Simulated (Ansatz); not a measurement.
**RuH+ (septet): wave-function methods side by side, def2-TZVPP**

One table from this session's results is given with a row withheld; the runs are named, their logs left out.

Program: Ansatz 0.2.0, Gaussian basis. Level of theory: def2-TZVPP, core rule «outside noble gas», up to 4 orbitals frozen. These are calculated values, not measurements.

Plan: UHF; ROHF; CCSD(T) on UHF.

## The geometry

The geometry is a PBE0/def2-TZVP stationary point (not a proven minimum) of the parent state, kept for this charge and spin. No spin-orbit coupling is included. Elements past krypton take def2 core potentials.

2 atoms, charge 1, spin multiplicity 7.

Atoms are counted from 1 here; the program's logs count them from 0.

Bond lengths: Ru1–H2 1.753 Å.

Set-up of the first run:

in.yaml

```yaml
crystal:
  periodic: [false, false, false]
  atoms:
    - {symbol: Ru, position_ang: [0.000000, 0.000000, 0.000000]}
    - {symbol: H, position_ang: [0.000000, 0.000000, 1.753200]}
basis:
  gaussian: {orbitals: def2-TZVPP}
total_charge: 1
magnetization: {spin_polarized: true, initial_magnetization: 6}
hamiltonian: {xc: hf}
output: {orbitals: {seedname: orbitals}}
```

Command:

```sh
$ ansatz run in.yaml --threads 1 --pin off --events-out ev --progress --plain --max-ram 4096MiB --backend cpu
```

Steps of the session up to this table: UHF; ROHF; CCSD(T) on UHF.

One of the session's tables, all rows but one given; the rest of the session is left out.

| method | from UCCSD(T) (meV) |
| --- | --- |
| ROHF | +4421.3 |
| UHF | +4256.1 |
| UMP2 | +407.6 |
| UCCSD | ? |
| UCCSD(T) | 0 |

Estimate the missing values for UCCSD.

**Answer.** from UCCSD(T) (meV): +106.9. In the column «from UCCSD(T) (meV)» it lies between UCCSD(T) (0) and UMP2 (+407.6).
